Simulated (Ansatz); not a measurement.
# C₂H₅FO₂Si: a ladder of functionals and wavefunction methods

The task here is to estimate one member of a computed series from the others.

Program: Ansatz 0.2.0, Gaussian basis. Level of theory: functionals in def2-TZVPP, the program's frozen cores in correlated methods. These are calculated values, not measurements.

Plan: PBE-D4, r2SCAN-D4, PBE0-D4, B3LYP-D4, ωB97X-V, ωB97M-V, B2PLYP; CCSD(T)/def2-TZVPP; MP2/def2-QZVPP; extrapolation to the limit.

## The geometry

An earlier PBE0-D4 in a triple-zeta def2 set relaxation fixed the geometry.

SMILES `O=C(O)C[SiH2]F`, 11 atoms, charge 0, spin multiplicity 1.

Atoms are counted from 1 here; the program's logs count them from 0.

Bond lengths: O1–C2 1.206 Å, C2–O3 1.338 Å, C2–C4 1.493 Å, O3–H7 0.968 Å, C4–Si5 1.878 Å, C4–H8 1.094 Å, C4–H9 1.094 Å, Si5–F6 1.606 Å, Si5–H10 1.479 Å, Si5–H11 1.479 Å. Angles: O1–C2–O3 122.5°, O1–C2–C4 123.5°, O3–C2–C4 113.9°, C2–O3–H7 106.9°, C2–C4–Si5 108.4°, C2–C4–H8 109.6°, C2–C4–H9 109.6°, Si5–C4–H8 111.7°, Si5–C4–H9 111.7°, H8–C4–H9 105.8°, C4–Si5–F6 106.6°, C4–Si5–H10 111.4°, C4–Si5–H11 111.4°, F6–Si5–H10 107.4°, F6–Si5–H11 107.4°, H10–Si5–H11 112.4°.

Geometry (Å):

```xyz
11
C2H5FO2Si
O     0.95691   -1.46177   -0.37977
C     0.91099   -0.61577    0.47891
O     1.74022   -0.61070    1.52956
C    -0.06518    0.51412    0.47210
Si   -1.14592    0.35557   -1.05497
F    -2.17571    1.58735   -1.01724
H     2.32222   -1.37840    1.43153
H    -0.65834    0.49269    1.39143
H     0.47470    1.46585    0.48810
H    -0.35029    0.48284   -2.29492
H    -1.94429   -0.88879   -1.02422
```

The first run:

Input file in.yaml:

```yaml
crystal:
  periodic: [false, false, false]
  atoms:
    - {symbol: O, position_ang: [0.956906, -1.461768, -0.379766]}
    - {symbol: C, position_ang: [0.910989, -0.615769, 0.478909]}
    - {symbol: O, position_ang: [1.740216, -0.610703, 1.529561]}
    - {symbol: C, position_ang: [-0.065182, 0.514120, 0.472098]}
    - {symbol: Si, position_ang: [-1.145923, 0.355570, -1.054974]}
    - {symbol: F, position_ang: [-2.175715, 1.587351, -1.017236]}
    - {symbol: H, position_ang: [2.322217, -1.378396, 1.431528]}
    - {symbol: H, position_ang: [-0.658336, 0.492688, 1.391429]}
    - {symbol: H, position_ang: [0.474703, 1.465851, 0.488095]}
    - {symbol: H, position_ang: [-0.350288, 0.482843, -2.294922]}
    - {symbol: H, position_ang: [-1.944287, -0.888786, -1.024222]}
basis:
  gaussian: {orbitals: def2-TZVPP}
hamiltonian: {xc: pbe, dispersion: d4}
output: {forces: true, orbitals: {seedname: orbitals}}
```

Launch:

```bash
$ ansatz run in.yaml --threads 4 --pin off --events-out ev --progress --plain --max-ram 10444MiB
```

Among the steps run: PBE-D4 (GGA); r2SCAN-D4 (meta-GGA); PBE0-D4 (hybrid); B3LYP-D4 (hybrid); ωB97X-V (range-separated); ωB97M-V (range-separated); B2PLYP (double hybrid); CCSD(T) in def2-TZVPP; MP2 in def2-QZVPP.

One of the session's tables, all rows but one given; the rest of the session is left out.

| method | atomisation energy (kJ/mol) |
| --- | --- |
| PBE-D4 | 4588.4 |
| r2SCAN-D4 | 4495.7 |
| PBE0-D4 | 4470.5 |
| B3LYP-D4 | 4460.5 |
| ωB97X-V | 4493.1 |
| ωB97M-V | 4493.1 |
| B2PLYP | 4430.4 |
| HF/def2-TZVPP | 3195.6 |
| MP2/def2-TZVPP | 4484.1 |
| CCSD/def2-TZVPP | 4280.2 |
| CCSD(T)/def2-TZVPP | 4357.8 |
| MP2/CBS | 4609.5 |
| CCSD(T)/CBS | ? |

**Question.** Estimate the row for CCSD(T)/CBS.

As computed: atomisation energy (kJ/mol): 4483.2. In the column «atomisation energy (kJ/mol)» it lies between PBE0-D4 (4470.5) and MP2/def2-TZVPP (4484.1).
